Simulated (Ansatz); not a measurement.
# NbAg4: the cost of one run

Program: Ansatz 0.2.0. Level of theory: DFT PBE, scalar-relativistic, plane waves, PAW. These are calculated values, not measurements.

**1. The structure to begin with**

It takes space group Im-3m (No. 229, cubic). The conventional cell has a = 5.846 Å, b = 5.846 Å, c = 5.846 Å, α = 90.00°, β = 90.00°, γ = 90.00°. Nb (site symmetry m-3m) is surrounded by 8 Ag at 2.53 Å. Ag (site symmetry -3m) has 2 Nb at 2.53 Å as nearest neighbours.

Coordinates:

```cif
data_structure
_symmetry_space_group_name_H-M 'Im-3m'
_symmetry_Int_Tables_number 229
_cell_length_a 5.8461
_cell_length_b 5.8461
_cell_length_c 5.8461
_cell_angle_alpha 90.000
_cell_angle_beta 90.000
_cell_angle_gamma 90.000
_cell_volume 199.80
loop_
_atom_site_label
_atom_site_type_symbol
_atom_site_symmetry_multiplicity
_atom_site_Wyckoff_symbol
_atom_site_fract_x
_atom_site_fract_y
_atom_site_fract_z
_atom_site_occupancy
Nb1 Nb 2 a 0.00000 0.00000 0.00000 1
Ag1 Ag 8 c 0.25000 0.25000 0.75000 1
```

A structure generator made this guess: species swapped into a database cell of CrGa4 (Im-3m, No. 229), with Nb on the Cr sites and Ag on the Ga sites. The dimensions are guesses.

**2. The guess as it stands, on a coarse mesh**

input.yaml reads:

```yaml
crystal:
  lattice:
    - [-2.92304049, 2.92304049, 2.92304049]
    - [2.92304049, -2.92304049, 2.92304049]
    - [2.92304049, 2.92304049, -2.92304049]
  atoms:
    - { symbol: Nb, position: [0.0, 0.0, 0.0] }
    - { symbol: Ag, position: [0.0, 0.0, 0.5] }
    - { symbol: Ag, position: [0.0, 0.5, 0.0] }
    - { symbol: Ag, position: [0.5, 0.0, 0.0] }
    - { symbol: Ag, position: [0.5, 0.5, 0.5] }
basis:
  ecutwfc: 420
kpoints:
  mp_grid: { grid: [4, 4, 4] }
hamiltonian:
  xc: pbe
scf:
  occupations: { method: gaussian, width: 0.1 }
  lower_state_search: "off"
output:
  forces: true
  stress: true
  eigenvalues: true
```

The run is started by

```sh
> ansatz run input.yaml --threads 1 --pin off --max-ram 2560MiB --backend cpu --events-out ev --progress --plain --runs-dir out
```

What time and memory should one allow on 1 thread of Arm Neoverse V2, shared host?

About 2.1 s, with a peak of 0.35 GiB.
